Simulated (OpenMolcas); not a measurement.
# Ni: CASSCF and CASPT2 terms and fine-structure levels

Wanted: the level scheme of Ni from active-space wave functions, then second-order correlation under several settings.

Method: state-averaged CASSCF and CASPT2, spin-orbit coupling by RASSI with atomic mean-field integrals. Code: OpenMolcas 26.06.

### Step 1. What is computed

- Species: Ni (nickel, Z = 28, 28 electrons)
- Basis: ANO-RCC-VQZP [7s6p4d3f2g1h], 95 functions
- Scalar Hamiltonian: DKH2, point nucleus
- Inactive shells: 1s 2s 2p 3s 3p
- Active space: 10 electrons in 6 orbitals (3d 4s)
- Some configurations of this space: 3d⁸ 4s², 3d⁹ 4s, 3d¹⁰
- Orbitals: optimised for the ground-state spin in each parity, averaged over the low roots

The outer shells:

3d8 4s2
```
3d [↑↓][↑↓][↑↓][↑ ][↑ ]
4s [↑↓]
```

3d9 4s
```
3d [↑↓][↑↓][↑↓][↑↓][↑ ]
4s [↑ ]
```

3d10
```
3d [↑↓][↑↓][↑↓][↑↓][↑↓]
```

Each step is its own input file, run in one work folder so that later steps find the files of earlier ones. Labels, J, g values, rates, χT and fits are worked out afterwards by a script from the matrices that RASSI stores.

### Step 2. One- and two-electron integrals

Input file a.inp:

```
&GATEWAY
Coord
1

Ni 0.0 0.0 0.0
Basis=ANO-RCC-VQZP
Group=XYZ
NoMove
AngMom=0.0 0.0 0.0
AMFI
&SEWARD
```

Started as:

```bash
OMP_NUM_THREADS=1 MOLCAS_MEM=1689 MOLCAS_PROJECT=a pymolcas a.inp > a.log
```

### Step 3. CASSCF: triplets of even parity, 15 roots

Input file a.inp:

```
&RASSCF
FileOrb=start.orb
Symmetry=1
Spin=3
nActEl=10 0 0
Inactive=3 6
Ras2=6 0
CIRoot=15 15 1
SDav=15
CIMx=300
Iter=120 100
PrWF=0.3
OrbListing=Nothing
MaxOrb=0
Atom
>>> COPY $Project.JobIph JOB001
```

start.orb holds the contracted functions of the basis, ordered by shell, or the orbitals of the step before.

### Step 4. Reference wave functions, singlets of even parity, 21 roots

Input file a.inp:

```
&RASSCF
FileOrb=start.orb
Symmetry=1
Spin=1
nActEl=10 0 0
Inactive=3 6
Ras2=6 0
CIRoot=21 21 1
SDav=21
CIMx=300
Iter=120 100
PrWF=0.3
OrbListing=Nothing
MaxOrb=0
Atom
CIOnly
>>> COPY $Project.JobIph JOB002
```

### Step 5. State interaction with spin-orbit coupling

Input file a.inp:

```
&RASSI
NrOfJobIphs=2 15 19
1 2 3 4 5 6 7 8 9 10 11 12 13 14 15
1 2 3 4 5 6 7 8 9 10 11 12 13 14 15 16 17 18 19
IphNames
JOB001
JOB002
EJob
SpinOrbit
DIPRint=1.0
SOCoupling=1000.0
Subsets=2
MEES
Property=10
'ANGMOM' 1 'ANGMOM' 2 'ANGMOM' 3 'MLTPL  1' 1 'MLTPL  1' 2 'MLTPL  1' 3
'AMFI' 1 'AMFI' 2 'AMFI' 3 'MLTPL  2' 6
SOProperty=3
'ANGMOM' 1 'ANGMOM' 2 'ANGMOM' 3
```

### Step 6. CASPT2: IPEA 0.25, imaginary shift 0.1 (closed shells correlated: 3s 3p)

Input file a.inp:

```
>>> COPY JOB001 $Project.JobIph
&CASPT2
Multistate=15 1 2 3 4 5 6 7 8 9 10 11 12 13 14 15
Frozen=2 3
IPEA=0.25
Imaginary=0.1
MaxIter=60
WThr=0.0 0.3 0.05
PrWF=0.5
NoMix
>>> COPY JOB002 $Project.JobIph
&CASPT2
Multistate=19 1 2 3 4 5 6 7 8 9 10 11 12 13 14 15 16 17 18 19
Frozen=2 3
IPEA=0.25
Imaginary=0.1
MaxIter=60
WThr=0.0 0.3 0.05
PrWF=0.5
NoMix
```

### Step 7. CASPT2: IPEA 0.25, sigma2 regulariser 0.3 (closed shells correlated: 3s 3p)

Changes to a.inp since step 6:

```diff
@@ -5,3 +5,3 @@
 IPEA=0.25
-Imaginary=0.1
+Sig2=0.3
 MaxIter=60
@@ -15,3 +15,3 @@
 IPEA=0.25
-Imaginary=0.1
+Sig2=0.3
 MaxIter=60
```

(Steps that only read results are left out.)

**Question.** What will these runs give? Wanted: lowest level; first excited level; lowest level of another term; spin-orbit lowering of the lowest level; strongest of the lines computed, by gA.

As calculated:

| quantity | value |
| --- | --- |
| method | SS-CASPT2, IPEA 0.25, imaginary shift 0.1 (closed shells correlated: 3s 3p) |
| lowest level | 3d⁸ 4s² ³F₄, 100 % of that term, g = 1.250 |
| ground level listed by NIST | 3F4 |
| first excited level | 3d⁸ 4s² ³F₃ at 1293 cm⁻¹ |
| lowest level of another term | 3d⁹ 4s ³D₃ at 1840 cm⁻¹ |
| spin-orbit lowering of the lowest level | 975 cm⁻¹ |
| strongest of the lines computed, by gA (one parity, so forbidden lines), at CASSCF energies | 3d⁹ 4s ³D₃ → 3d⁸ 4s² ³F₄, 428.7 nm, A = 1.45e+00 s⁻¹ |

What each method costs and misses:

| method | time of its own steps | time with the reference | mean absolute difference from method B (cm-1) |
| --- | --- | --- | --- |
| A. CASSCF | 9.2 s | 9.2 s | 8800 |
| B. SS-CASPT2, IPEA 0.25, imaginary shift 0.1, +3s 3p | 15 s | 25 s | 0 |
| C. SS-CASPT2, IPEA 0.25, sigma2 regulariser 0.3, +3s 3p | 15 s | 24 s | 150 |

Times are of one thread on a shared host.

What this shows: The multiplet ³F is inverted; its intervals divided by the larger J differ by 12 % of their mean, where Landé's rule for pure LS coupling makes them equal. Second-order correlation (method B) scales the levels of the lowest configuration above 5000 cm⁻¹ by 0.77 to 0.88. Only the configurations of the active space and the roots asked for are present. The singlets rest on orbitals optimised for another spin in at least one step, which raises them against the optimised states. Not all states of the active space went into the spin-orbit step. CASPT2 does not keep the components of a term degenerate, and the means are used. Configurations with different d counts are hard to place against each other, and can be off by thousands to tens of thousands of cm-1. Levels of other configurations are missing from the list.
